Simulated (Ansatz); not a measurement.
# F2H4SSi: the cost of one run

Method: RKS BLYP/cc-pVDZ, in Ansatz 0.2.0.

## 1. The starting structure

Bond lengths: Si1–F3 1.595 Å, Si1–F4 1.607 Å, Si1–H5 1.432 Å, Si1–S7 2.521 Å, S7–H8 1.327 Å. Angles: F3–Si1–F4 95.7°, F3–Si1–H5 134.7°, F3–Si1–S7 108.0°, F4–Si1–H5 100.6°, F4–Si1–S7 99.7°, H5–Si1–S7 110.4°, Si1–S7–H8 95.9°.

Coordinates:

```xyz
8

Si   -0.5243    0.6359   -0.2261
H    -0.8451   -1.2117   -0.1348
F    -0.1925    0.3159   -1.7534
F     0.0782    2.1253   -0.2404
H    -1.7282    0.8448    0.5208
H    -0.0751   -1.4847    0.4049
S     1.2076   -0.5099    1.2039
H     2.0794   -0.7156    0.2251
```

## 2. A restrained relaxation towards end A

Springs on the bonds that form and break draw the guess towards this end; the thresholds are loose.

File input.yaml:

```yaml
crystal:
  periodic: [false, false, false]
  atoms:
    - { symbol: Si, position_ang: [-0.5243, 0.6359, -0.2261] }
    - { symbol: H, position_ang: [-0.8451, -1.2117, -0.1348] }
    - { symbol: F, position_ang: [-0.1925, 0.3159, -1.7534] }
    - { symbol: F, position_ang: [0.0782, 2.1253, -0.2404] }
    - { symbol: H, position_ang: [-1.7282, 0.8448, 0.5208] }
    - { symbol: H, position_ang: [-0.0751, -1.4847, 0.4049] }
    - { symbol: S, position_ang: [1.2076, -0.5099, 1.2039] }
    - { symbol: H, position_ang: [2.0794, -0.7156, 0.2251] }
basis:
  gaussian: { orbitals: cc-pVDZ }
hamiltonian:
  xc: blyp
relax:
  f_tol: 0.15
  max_steps: 25
  restrain:
    - { distance: [0, 6], at: 3.46, k: 30.0 }
    - { distance: [5, 1], at: 1.92, k: 30.0 }
    - { distance: [0, 1], at: 1.42, k: 30.0 }
    - { distance: [5, 6], at: 1.36, k: 30.0 }
```

Command:

```bash
ansatz run input.yaml --threads 2 --pin off --max-ram 3072MiB --backend cpu --events-out ev --progress --plain --runs-dir out
```

**Question.** How long does this run take on 2 threads of AMD EPYC 9R14 (Zen 4), shared host, and how much memory does it need?

About 12 s, with a peak of 0.14 GiB.
